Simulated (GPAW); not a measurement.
## TaTe: density of states with PBEsol+U

TaTe:

```
Ta Te
1.0
     3.42009    0.00000    0.00000
     0.00000    3.42009    0.00000
     0.00000    0.00000    3.42009
Ta Te
1 1
Direct
  0.50000 0.50000 0.50000
  0.00000 0.00000 0.00000
```

The cell was built by a generator and needn't be a form met in nature.

| Quantity | Value |
| --- | --- |
| Program | GPAW 26.7.0 |
| Task | density of states |
| Functional | PBEsol |
| Potentials or basis | PAW data sets generated in the run's folder for this functional |
| Cutoff | 600 eV |
| Basis | pw |
| k mesh | 8 × 8 × 8 |
| Occupations | fermi-dirac, width 0.05 eV |
| Spin | no spin polarisation |
| Hubbard terms | Ta d U = 8 eV |
| Maxiter | 150 |
| k mesh for the DOS | 12 × 12 × 12 |
| Dos width | 0.2 eV |

- Pressure: 12.6 GPa
- Band gap on the k mesh: none (metal or under the smearing width)
- Density of states at the Fermi level: 1.40 states/eV per cell

Levels at points of the mesh, in eV from the Fermi level:
```csv
k point,band 5,band 6,band 7,band 8,band 9,band 10,band 11,band 12,band 13,band 14
"(0.00, 0.00, 0.00)",-14.81,-4.14,-4.14,-1.44,-1.44,-1.44,1.90,4.23,4.23,4.23
"(0.50, 0.00, 0.00)",-12.78,-8.83,-3.50,-1.96,-1.96,0.78,4.36,4.53,4.89,6.93
"(0.50, 0.50, 0.00)",-11.94,-5.95,-5.95,-4.30,0.60,0.96,1.94,1.94,2.15,3.45
"(0.50, 0.50, 0.50)",-10.22,-6.09,-6.09,-6.09,1.07,1.07,1.25,1.25,1.25,4.11
```

States per cell in windows of 1 eV (zero at the Fermi level; states under -8 eV left out):
| from (eV) | total |
| --- | --- |
| -8.0 | 0.50 |
| -7.0 | 0.99 |
| -6.0 | 1.14 |
| -5.0 | 1.00 |
| -4.0 | 1.17 |
| -3.0 | 1.60 |
| -2.0 | 1.34 |
| -1.0 | 1.04 |
| 0.0 | 1.14 |
| 1.0 | 0.87 |
| 2.0 | 1.66 |
| 3.0 | 1.61 |
| 4.0 | 1.42 |
| 5.0 | 1.23 |

Run time: 43 s on 1 thread of Intel(R) Xeon(R) Platinum 8488C (Sapphire Rapids), with other jobs on the host, peak memory 0.26 GiB.

Caveat: U without spin polarisation on a metal has little footing; the U is typed as a test and isn't derived for this compound. The run has no spin-orbit coupling, so splittings on Ta, Te are missing.
